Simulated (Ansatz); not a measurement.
# FGaH5NO: the cost of one run

Method: RKS B3LYP-D4/def2-SVP, in Ansatz 0.2.0.

### Step 1. The system as given

Bond lengths: Ga1–O2 2.140 Å, O2–H3 1.010 Å, Ga1–N4 1.930 Å, N4–H5 1.060 Å, N4–H6 1.060 Å, Ga1–H7 1.570 Å, Ga1–F8 2.000 Å. Angles: Ga1–O2–H3 109.5°, O2–Ga1–N4 120.0°, O2–Ga1–H7 120.0°, O2–Ga1–F8 71.6°, N4–Ga1–H7 120.0°, N4–Ga1–F8 96.8°, H7–Ga1–F8 101.3°, Ga1–N4–H5 120.0°, Ga1–N4–H6 120.0°, H5–N4–H6 120.0°.

As a file:

```xyz
9

Ga    0.0000    0.0000    0.0000
O     0.0000    0.0000    2.1400
H    -0.9095   -0.2814    2.4771
N     1.6714    0.0000   -0.9650
H     2.1380   -0.9179   -1.2168
H     2.1227    0.9179   -1.2432
H    -1.3596    0.0000   -0.7850
F     0.0896    1.8959    0.6306
H     0.0595    1.2585    1.7126
```

### Step 2. Pulling towards end A

Springs on the bonds that form and break draw the guess towards this end; the thresholds are loose.

input.yaml

```yaml
crystal:
  periodic: [false, false, false]
  atoms:
    - { symbol: Ga, position_ang: [0.0, 0.0, 0.0] }
    - { symbol: O, position_ang: [0.0, 0.0, 2.14] }
    - { symbol: H, position_ang: [-0.9095, -0.2814, 2.4771] }
    - { symbol: "N", position_ang: [1.6714, 0.0, -0.965] }
    - { symbol: H, position_ang: [2.138, -0.9179, -1.2168] }
    - { symbol: H, position_ang: [2.1227, 0.9179, -1.2432] }
    - { symbol: H, position_ang: [-1.3596, 0.0, -0.785] }
    - { symbol: F, position_ang: [0.0896, 1.8959, 0.6306] }
    - { symbol: H, position_ang: [0.0595, 1.2585, 1.7126] }
basis:
  gaussian: { orbitals: def2-SVP }
hamiltonian:
  xc: b3lyp
  dispersion: d4
relax:
  f_tol: 0.15
  max_steps: 25
  restrain:
    - { distance: [0, 7], at: 2.9, k: 30.0 }
    - { distance: [8, 1], at: 2.21, k: 30.0 }
    - { distance: [0, 1], at: 1.79, k: 30.0 }
    - { distance: [8, 7], at: 0.92, k: 30.0 }
output:
  orbitals: {}
```

Command:

```sh
ansatz run input.yaml --threads 2 --pin off --max-ram 3072MiB --backend cpu --events-out ev --progress --plain --runs-dir out
```

What time and memory should one allow on 2 threads of Arm Neoverse V1, shared host?

About 40 s, with a peak of 0.22 GiB.
